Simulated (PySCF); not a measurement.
# C₂H₆BP: magnetic properties

The task here is to estimate one member of a computed series from the others.

Programs: PySCF 2.14.0, with routines of our own; each step states its level. All values are computed. Atoms count from 0.

## The starting structure

10 atoms, charge 0, multiplicity 1; geometry from: GFN2-xTB.

The first run:

The job: settings as JSON, then the geometry in Å.

```
{"job": {"xc": "PBE0", "basis": "def2-SVP", "d3": "d3bj", "grid": 1, "kind": "geom"}, "charge": 0, "multiplicity": 1}
B     -1.701137    -0.078573     0.367650
P      0.113559    -0.574480    -0.135947
C      1.332532     0.554195    -0.873518
C      1.635502     0.277726     0.378287
H     -2.367119    -0.326611    -0.584316
H     -1.965453    -0.747609     1.312148
H     -1.585972     1.082538     0.601085
H      0.600335    -1.836805    -0.539144
H      1.625261     1.146109    -1.713845
H      2.321374     0.508165     1.165073
```

Run with:

```bash
OMP_NUM_THREADS=1 python excited_run.py task.json out
```

The driver reads the jobs from task.json and runs them one after another.

Steps of the session up to this table: Geometry optimisation at PBE0-D3(BJ)/def2-SVP; Magnetic properties: GIAO B3LYP/ANO-RCC-VDZP; Magnetic properties: GIAO B3LYP/6-311+G(2d,p); Magnetic properties: GIAO B3LYP/def2-TZVPD; Magnetic properties: GIAO B3LYP/MINI.

One of the session's tables, all rows but one given; the rest of the session is left out.

```
                   level  gap (eV)
 GIAO B3LYP/ANO-RCC-VDZP      6.59
GIAO B3LYP/6-311+G(2d,p)         ?
   GIAO B3LYP/def2-TZVPD      6.36
         GIAO B3LYP/MINI      6.63
```

Estimate the missing values for GIAO B3LYP/6-311+G(2d,p).

**Answer.** gap (eV): 6.37. In the column «gap (eV)» it lies between GIAO B3LYP/def2-TZVPD (6.36) and GIAO B3LYP/ANO-RCC-VDZP (6.59).

Caveats from the session: No frequency check was run at this level, so the end point may be a saddle. GIAO B3LYP/MINI has a minimal basis, so it is left out of the spread where two other levels stand. Vibrational averaging and real surroundings are missing from these values.
